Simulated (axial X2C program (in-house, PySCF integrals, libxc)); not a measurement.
# FNdF⁺: the levels of the configuration f3 s0 d(πδ)0

Which Ω levels does FNdF⁺ have in the configuration f3 s0 d(πδ)0, and how far apart?

Program: an in-house X2C program for linear molecules on PySCF integrals. Level of theory: two-component X2C, average-of-configuration Hartree–Fock and CI in the open shells. These are calculated values, not measurements.

All values are calculated.

## (1) Input

The input, task.json:

```json
{"zs": [9, 60, 9], "q": 1, "bas": ["dyall-v3z", "dyall-v3z", "dyall-v3z"], "r0": 2.38, "metal": 1, "shells": [[3, [0, 1, 2, 3], 3], [0, [0], 0], [2, [1, 2], 0]], "fix": 0, "emax": 2.2, "nroots": 4}
```

Keys: zs atomic numbers; q charge; bas basis sets; r0 starting distance in Å; metal index of the metal atom; shells open shells as [l, |m| values, electrons]; fix electron count of the first shell held; emax energy window in eV; nroots roots for each Ω.

Started as:

```
$ python soci.py task.json out
```

Two-component X2C with atomic mean-field Coulomb and Gaunt terms, basis F dyall-v3z, Nd dyall-v3z (cores contracted in-house). Orbitals come from Hartree–Fock averaged over the configuration Nd f3 s0 d(πδ)0; CI then distributes these electrons over the f, s, d(πδ) shells of Nd.

## (2) CI at F–Nd–F held linear, both bonds 2.050 Å

Q: Predict the outcome of this session. Wanted: lowest level of the model; next level; lowest curve, Re and ωe.

The runs gave:

```
                 quantity                        value
lowest level of the model  Ω = 9/2, g∥ = 6.14, 100% f3
               next level    Ω = 5/2, 1350 cm⁻¹ higher
  lowest curve, Re and ωe          2.040 Å, 598.9 cm⁻¹
```

In the lowest level ⟨Sz⟩ = -1.43 and ⟨Lz⟩ = 5.93; its leading determinant has weight 0.86 among 98. From 2.050 to 2.419 Å the gap from the lowest to the fifth level goes from 1823 to 1042 cm⁻¹. Without dynamic correlation distances can be off by several hundredths of an Å, and the wavenumbers are rough. There is no dynamic correlation: spin–orbit spacings and, for f shells, spacings inside one term are the most reliable numbers, splittings between terms come out too wide, and energies between configurations are not reliable, so the lowest level need not be the ground state of the molecule. At most 4 roots were kept for each Ω > 0 (twice that for Ω = 0) within 2.2 eV of the lowest, so higher up levels can be missing between those listed; levels with Ω > 0 are doubly degenerate and listed once, Ω = 0 levels singly. States that fill the shells left empty in the average are placed too high. The molecule was held linear; bending was not examined.
